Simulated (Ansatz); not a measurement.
# CdS: the cost of one run

Computed with Ansatz 0.2.0 (plane waves, PAW, unless a step's input says otherwise).

## (1) Starting point

It takes space group P6_3mc (No. 186, hexagonal). Conventional cell: a = 4.165 Å, b = 4.165 Å, c = 6.766 Å, α = 90.00°, β = 90.00°, γ = 120.00°. Around Cd (site symmetry 3m) lie 4 S at 2.54 to 2.55 Å. S (site symmetry 3m) has 4 Cd at 2.54 to 2.55 Å as nearest neighbours.

Structure file:

```
CELL_PARAMETERS angstrom
4.16460 0.00000 0.00000
-2.08230 3.60665 0.00000
0.00000 0.00000 6.76601
ATOMIC_POSITIONS crystal
Cd 0.33333 0.66667 0.99904
Cd 0.66667 0.33333 0.49904
S 0.33333 0.66667 0.37596
S 0.66667 0.33333 0.87596
```

The cell was relaxed beforehand with r2SCAN; those runs aren't shown.

## (2) PBE, anion s p, 6×6×4

input.yaml

```yaml
crystal:
  lattice:
    - [4.1646012771, 0.0, 0.0]
    - [-2.0823006386, 3.6066505026, 0.0]
    - [0.0, 0.0, 6.7660104931]
  atoms:
    - { symbol: Cd, position: [0.3333333333, 0.6666666667, -0.0009631163] }
    - { symbol: Cd, position: [0.6666666667, 0.3333333333, 0.4990368837] }
    - { symbol: S, position: [0.3333333333, 0.6666666667, 0.3759631163] }
    - { symbol: S, position: [0.6666666667, 0.3333333333, 0.8759631163] }
kpoints:
  mp_grid: { grid: [6, 6, 4] }
  band_path:
    path:
      - [[0.0, 0.0, 0.0], [0.5, -3.791418995801e-17, 5.04717271231e-19], [0.3333333333333, 0.3333333333333, 3.364781808207e-19], [0.0, 0.0, 0.0], [1.808982159659e-36, -2.55231607897e-36, 0.5], [0.5, -3.796196026471e-17, 0.5], [0.3333333333333, 0.3333333333333, 0.5], [1.808982159659e-36, -2.55231607897e-36, 0.5]]
      - [[0.5, -3.796196026471e-17, 0.5], [0.5, -3.791418995801e-17, 5.04717271231e-19]]
      - [[0.3333333333333, 0.3333333333333, 0.5], [0.3333333333333, 0.3333333333333, 3.364781808207e-19]]
    npoints: 10
hamiltonian:
  xc: pbe
scf:
  occupations: { method: fixed }
  n_extra_bands: 6
output:
  forces: false
  stress: false
  eigenvalues: true
  wannier:
    kmesh: [6, 6, 4]
    projections: [{ species: S, l: s, shell: 3 }, { species: S, l: p, shell: 3 }]
    minimise: true
    write_hr: true
    conv_tol: 1.0e-08
    max_iter: 3000
```

Run with:

```console
$ ansatz run input.yaml --threads 4 --pin off --max-ram 3686MiB --backend cpu --events-out ev --progress --plain --runs-dir out
```

Q: Estimate wall time and peak memory on 4 threads of Arm Neoverse V2, shared host.

About 5.2 s, with a peak of 0.42 GiB.
